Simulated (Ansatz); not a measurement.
# Sn2GeSe3: the cost of one run

Computed with Ansatz 0.2.0 (DFT PBE, scalar-relativistic, plane waves, PAW, unless a step names another level, unless a step's input says otherwise).

1 further run of the same task is left out (it didn't finish).

## 1. The system as given

It takes space group R-3m (No. 166, trigonal). The conventional cell has a = 7.498 Å, b = 7.498 Å, c = 10.572 Å, α = 90.00°, β = 90.00°, γ = 120.00°. Around Sn (site symmetry 3m) lie 3 Se at 2.78 Å. Ge (site symmetry -3m) has 6 Se at 2.79 Å as nearest neighbours. Around Se (site symmetry 2/m) lie 2 Sn at 2.78 Å and 2 Ge at 2.79 Å.

Structure file:

```xyz
6
Lattice="3.7490 2.1645 3.5242 -3.7490 2.1645 3.5242 0.0000 -4.3289 3.5242" Properties=species:S:1:pos:R:3 pbc="T T T"
Sn    0.0000    0.0000    7.0635
Sn    0.0000    0.0000    3.5089
Ge    0.0000    0.0000    0.0000
Se   -1.8745    1.0822    1.7621
Se    1.8745    1.0822    1.7621
Se    0.0000   -2.1645    1.7621
```

The cell was relaxed beforehand at this level, from a database cell with other species swapped in; it needn't be the stable form of this composition. At a tolerance of 0.05 Å it has space group R-3m (No. 166); it has 28.60 Å³/atom, an uncorrected energy of -0.18 eV/atom over the elements.

## 2. Electronic structure at the relaxed geometry

The input, input.yaml:

```yaml
crystal:
  lattice:
    - [3.7489776857, 2.1644732761, 3.5241504325]
    - [-3.7489776857, 2.1644732761, 3.5241504325]
    - [0.0, -4.3289465521, 3.5241504325]
  atoms:
    - { symbol: Sn, position: [0.6681063188, 0.6681063188, 0.6681063188] }
    - { symbol: Sn, position: [0.3318936812, 0.3318936812, 0.3318936812] }
    - { symbol: Ge, position: [0.0, 0.0, 0.0] }
    - { symbol: Se, position: [0.0, 0.5, 0.0] }
    - { symbol: Se, position: [0.5, 0.0, 0.0] }
    - { symbol: Se, position: [0.0, 0.0, 0.5] }
basis:
  ecutwfc: 420
kpoints:
  mp_grid: { grid: [6, 6, 6] }
  band_path:
    path:
      - [[0.0, 0.0, 0.0], [0.5, 0.5, 0.5], [0.58185283, 0.41814717, 0.5]]
      - [[0.5, -0.41814717, 0.41814717], [0.5, 0.0, 0.0], [0.0, 0.0, 0.0], [0.45907358, -0.45907358, 0.0]]
      - [[0.54092642, 0.0, 0.45907358], [0.5, 0.0, 0.5], [0.0, 0.0, 0.0]]
    npoints: 14
hamiltonian:
  xc: pbe
scf:
  occupations: { method: gaussian, width: 0.1 }
  n_extra_bands: 15
output:
  forces: true
  stress: true
  eigenvalues: true
  populations: true
  dos: { projected: true, de: 0.02, nscf_kmesh: { grid: [8, 8, 8] } }
  bader: true
  write_density: true
  write_potential: true
  elf: true
  volumetric_format: npy
```

Launch:

```bash
> ansatz run input.yaml --threads 1 --pin off --max-ram 2560MiB --backend cpu --events-out ev --progress --plain --runs-dir out
```

**Question.** How long does this run take on 1 thread of Intel Xeon at 2.50GHz (Skylake/Cascade Lake), shared host, and how much memory does it need?

About 3.7 min, with a peak of 0.84 GiB.
